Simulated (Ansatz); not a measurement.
# GeH₈InN₂PSiTe: shape, modes and thermochemistry

Aim: relax GeH₈InN₂PSiTe from a cheap starting geometry, then compute its harmonic vibrations to see whether it is a minimum and to get the zero-point energy and entropy.

The runs use Ansatz 0.2.0, Gaussian basis; RKS PBE0-D4/def2-TZVP.

The runs, in order: relaxation at PBE0-D4/def2-TZVP; harmonic vibrations at the same level.

3 further runs of the same task are left out: 1 for a known fault of the program, 1 that didn't finish, 1 set aside as unsound or not needed.

## (1) Where the work starts

15 atoms, charge 0, spin multiplicity 1.

Atoms are counted from 1 here; the program's logs count them from 0.

Bond lengths: N1–In2 2.056 Å, N1–H8 1.017 Å, N1–H9 1.016 Å, In2–N3 2.056 Å, In2–Te4 2.728 Å, N3–H10 1.016 Å, N3–H11 1.016 Å, Te4–Si5 2.494 Å, Si5–P6 2.192 Å, Si5–Ge7 2.406 Å, Si5–H12 1.461 Å, P6–Ge7 2.477 Å, P6–H13 1.399 Å, Ge7–H14 1.528 Å, Ge7–H15 1.532 Å. Angles: In2–N1–H8 110.9°, In2–N1–H9 113.0°, H8–N1–H9 106.4°, N1–In2–N3 119.6°, N1–In2–Te4 121.8°, N3–In2–Te4 118.4°, In2–N3–H10 111.5°, In2–N3–H11 113.8°, H10–N3–H11 106.3°, In2–Te4–Si5 83.2°, Te4–Si5–P6 128.8°, Te4–Si5–Ge7 119.9°, Te4–Si5–H12 111.0°, P6–Si5–Ge7 65.0°, P6–Si5–H12 116.6°, Ge7–Si5–H12 104.4°, Si5–P6–Ge7 61.7°, Si5–P6–H13 92.8° and more.

Coordinates:

```
N    -2.62854    1.00521    1.62035
In   -1.03397   -0.25199    1.29935
N     0.75536    0.11462    2.24344
Te   -1.26798   -2.51970   -0.19928
Si   -0.19284   -1.11295   -1.95578
P     0.34153    1.01138   -1.87702
Ge    2.16773   -0.66144   -1.85284
H    -2.31102    1.95385    1.80076
H    -3.25726    1.06003    0.82381
H     0.63072    0.70031    3.06420
H     1.22967   -0.72579    2.56231
H    -0.39544   -1.68746   -3.28339
H     0.28178    1.04575   -0.47940
H     2.86653    0.05649   -0.69884
H     2.81372    0.01168   -3.06766
```

The start is a GFN2-xTB geometry. In, Te take the def2 core potential; no spin-orbit term is included.

## (2) Optimising with PBE0-D4/def2-TZVP

File in.yaml:

```yaml
crystal:
  periodic: [false, false, false]
  atoms:
    - {symbol: N, position_ang: [-2.628540, 1.005210, 1.620350]}
    - {symbol: In, position_ang: [-1.033970, -0.251990, 1.299350]}
    - {symbol: N, position_ang: [0.755360, 0.114620, 2.243440]}
    - {symbol: Te, position_ang: [-1.267980, -2.519700, -0.199280]}
    - {symbol: Si, position_ang: [-0.192840, -1.112950, -1.955780]}
    - {symbol: P, position_ang: [0.341530, 1.011380, -1.877020]}
    - {symbol: Ge, position_ang: [2.167730, -0.661440, -1.852840]}
    - {symbol: H, position_ang: [-2.311020, 1.953850, 1.800760]}
    - {symbol: H, position_ang: [-3.257260, 1.060030, 0.823810]}
    - {symbol: H, position_ang: [0.630720, 0.700310, 3.064200]}
    - {symbol: H, position_ang: [1.229670, -0.725790, 2.562310]}
    - {symbol: H, position_ang: [-0.395440, -1.687460, -3.283390]}
    - {symbol: H, position_ang: [0.281780, 1.045750, -0.479400]}
    - {symbol: H, position_ang: [2.866530, 0.056490, -0.698840]}
    - {symbol: H, position_ang: [2.813720, 0.011680, -3.067660]}
basis:
  gaussian: {orbitals: def2-TZVP}
hamiltonian: {xc: pbe0, dispersion: d4}
relax: {f_tol: 0.005, max_steps: 150}
```

Run with:

```sh
> ansatz run in.yaml --threads 4 --pin off --events-out ev --progress --plain --max-ram 66560MiB --backend cuda --devices 0, --max-vram 37GiB
```

The runs that follow: Force constants and modes.

Q: Predict the results of all the runs planned. Wanted: point group; shift from the start; total energy; dispersion term; dipole moment; lowest, highest wavenumber; zero-point energy.

**Answer**, as computed:

```
                  quantity            value
               point group               C1
                     steps               54
shift from the start (rms)          1.110 Å
              total energy   -89249.6830 eV
           dispersion term         -526 meV
             dipole moment           1.84 D
lowest, highest wavenumber    18, 3668 cm⁻¹
         zero-point energy     225.7 kJ/mol
       entropy at 298.15 K  535.9 J/(mol K)
```

The relaxed geometry lies 1.11 Å (rms) from the start; the bond that changed most is Si5–Ge7, from 2.406 to 2.313 Å. No mode is imaginary: a true minimum at this level. The stiffest mode, 3668 cm⁻¹, is an N–H stretch, and 9 modes under 200 cm⁻¹ make the vibrational entropy uncertain. Harmonic hybrid wavenumbers usually lie a few per cent above measured fundamentals. The largest Mulliken charge, +0.78 e, sits on In2.
